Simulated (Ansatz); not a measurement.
**AlN: a single-point run**

Wanted: a converged single-point run for AlN, and a check of what comes out. The structure is shown as the input types it.

Computed with Ansatz 0.2.0 (density functional or hybrid calculation with the settings of its input, plane waves (as first typed), unless a step's input says otherwise).

1 further run of the same task is left out (for a known fault of the program).

## 1. Starting point

Symmetry: P6_3mc, No. 186, hexagonal system. Conventional cell: a = 3.107 Å, b = 3.107 Å, c = 4.979 Å, α = 90.00°, β = 90.00°, γ = 120.00°. Around Al (site symmetry 3m) lie 4 N at 1.89 to 1.90 Å. N (site symmetry 3m) is surrounded by 4 Al at 1.89 to 1.90 Å.

Structure file:

```xyz
4
Lattice="3.1067 0.0000 0.0000 -1.5533 2.6905 0.0000 0.0000 0.0000 4.9786" Properties=species:S:1:pos:R:3 pbc="T T T"
Al    0.0000    1.7937   -0.0164
Al    1.5533    0.8968    2.4729
N     0.0000    1.7937    1.8834
N     1.5533    0.8968    4.3727
```

## 2. Running it

The input, input.yaml:

```yaml
crystal:
  lattice:
    - [3.1066937622, 0.0, 0.0]
    - [-1.5533468811, 2.6904757198, 0.0]
    - [0.0, 0.0, 4.978591553]
  atoms:
    - { symbol: Al, position: [0.3333333333, 0.6666666667, -0.0032954729] }
    - { symbol: Al, position: [0.6666666667, 0.3333333333, 0.4967045271] }
    - { symbol: "N", position: [0.3333333333, 0.6666666667, 0.3782954729] }
    - { symbol: "N", position: [0.6666666667, 0.3333333333, 0.8782954729] }
kpoints:
  mp_grid: { grid: [6, 6, 4] }
hamiltonian:
  xc: r2scan
scf:
  occupations: { method: fixed }
  n_extra_bands: 5
  max_iter: 54
output:
  forces: true
  stress: true
  eigenvalues: true
basis:
  ecutwfc: 0
```

The run is started by

```console
ansatz run input.yaml --threads 4 --pin off --max-ram 3686MiB --backend cpu --events-out ev --progress --plain --runs-dir out
```

Q: Will this input give a usable result? If not, why, and what should change?

The run ended at the input check. Its message: «invalid value for `basis.ecutwfc`: must be finite and > 0; got 0 eV»

The suspect setting: basis.ecutwfc is 0. The number typed is not permitted for that setting.

Remedy: delete basis.ecutwfc (the default then holds).
